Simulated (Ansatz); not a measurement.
# N: the cost of one run

Program: Ansatz 0.2.0. Level of theory: DFT PBE+D3(BJ), plane waves, PAW, scalar-relativistic, no spin polarisation. These are calculated values, not measurements.

### Step 1. The system as given

The cell holds 12 atoms (N12): a = 7.034 Å, b = 7.034 Å, c = 7.034 Å, α = 90.00°, β = 90.00°, γ = 90.00°.

Coordinates:

```
CELL_PARAMETERS angstrom
7.03385 0.00000 0.00000
0.00000 7.03385 0.00000
0.00000 0.00000 7.03385
ATOMIC_POSITIONS crystal
N 0.90833 0.91535 0.19140
N 0.76027 0.85603 0.17225
N 0.00483 0.86778 0.75759
N 0.99654 0.02821 0.75844
N 0.17183 0.35075 0.84860
N 0.03241 0.42909 0.86391
N 0.28981 0.33221 0.30915
N 0.20519 0.21000 0.37006
N 0.42597 0.66473 0.10399
N 0.31413 0.71377 0.99961
N 0.56603 0.20403 0.94815
N 0.68803 0.18046 0.84632
```

### Step 2. Relaxing the start

File input.yaml:

```yaml
accuracy: low
crystal:
  lattice:
    - [7.03385, 0.0, 0.0]
    - [0.0, 7.03385, 0.0]
    - [0.0, 0.0, 7.03385]
  atoms:
    - { symbol: "N", position: [0.9083287, 0.9153463, 0.1914002] }
    - { symbol: "N", position: [0.7602658, 0.8560262, 0.1722546] }
    - { symbol: "N", position: [0.0048324, 0.8677783, 0.7575889] }
    - { symbol: "N", position: [-0.0034622, 1.0282106, 0.7584445] }
    - { symbol: "N", position: [0.1718259, 0.3507452, 0.8485963] }
    - { symbol: "N", position: [0.0324128, 0.4290867, 0.8639148] }
    - { symbol: "N", position: [0.289811, 0.3322124, 0.3091513] }
    - { symbol: "N", position: [0.2051873, 0.2099966, 0.3700628] }
    - { symbol: "N", position: [0.425974, 0.6647273, 0.1039888] }
    - { symbol: "N", position: [0.3141337, 0.7137672, -0.0003898] }
    - { symbol: "N", position: [0.5660327, 0.2040305, 0.9481496] }
    - { symbol: "N", position: [0.6880327, 0.1804584, 0.8463242] }
basis:
  ecutwfc: 420.0
kpoints:
  mp_grid: { grid: [1, 1, 1] }
hamiltonian:
  xc: pbe
  dispersion: d3bj
scf:
  occupations: { method: fermi_dirac, width: 0.05 }
  lower_state_search: "off"
relax:
  f_tol: 0.3
  max_steps: 15
  adjacent_minimum: "off"
```

The run is started by

```bash
> ansatz run input.yaml --threads 1 --pin off --max-ram 3072MiB --backend cpu --events-out ev --progress --plain --runs-dir out
```

Q: Estimate wall time and peak memory on 1 thread of Intel Xeon Platinum 8259CL at 2.50GHz (Skylake/Cascade Lake), shared host.

About 18 s, with a peak of 0.42 GiB.
